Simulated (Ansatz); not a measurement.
# Rh: the cost of one run

Program: Ansatz 0.2.0. Level of theory: DFT r2SCAN, scalar-relativistic, plane waves, PAW. These are calculated values, not measurements.

1 further run of the same task is left out (it didn't finish).

## 1. The system as given

Symmetry: Fm-3m, No. 225, cubic system. Conventional cell: a = 3.803 Å, b = 3.803 Å, c = 3.803 Å, α = 90.00°, β = 90.00°, γ = 90.00°. Rh (site symmetry m-3m) is surrounded by 12 Rh at 2.69 Å.

As a file:

```cif
data_structure
_symmetry_space_group_name_H-M 'Fm-3m'
_symmetry_Int_Tables_number 225
_cell_length_a 3.8031
_cell_length_b 3.8031
_cell_length_c 3.8031
_cell_angle_alpha 90.000
_cell_angle_beta 90.000
_cell_angle_gamma 90.000
_cell_volume 55.01
loop_
_atom_site_label
_atom_site_type_symbol
_atom_site_symmetry_multiplicity
_atom_site_Wyckoff_symbol
_atom_site_fract_x
_atom_site_fract_y
_atom_site_fract_z
_atom_site_occupancy
Rh1 Rh 4 a 0.00000 0.00000 0.00000 1
```

The cell is taken as given, not relaxed at this level.

## 2. Zero of the scan

The input, input.yaml:

```yaml
crystal:
  lattice:
    - [0.0, 1.90155, 1.90155]
    - [1.90155, 0.0, 1.90155]
    - [1.90155, 1.90155, 0.0]
  atoms:
    - { symbol: Rh, position: [0.0, 0.0, 0.0] }
basis:
  ecutwfc: 500
kpoints:
  mp_grid: { grid: [24, 24, 24] }
hamiltonian:
  xc: r2scan
scf:
  occupations: { method: gaussian, width: 0.15 }
output:
  forces: true
  stress: true
  eigenvalues: true
  write_density: true
  write_potential: true
  elf: true
  volumetric_format: npy
```

Launch:

```
> ansatz run input.yaml --threads 1 --pin off --max-ram 2560MiB --backend cpu --events-out ev --progress --plain --runs-dir out
```

**Question.** How long does this run take on 1 thread of Arm Neoverse V1, shared host, and how much memory does it need?

About 15 s, with a peak of 0.39 GiB.
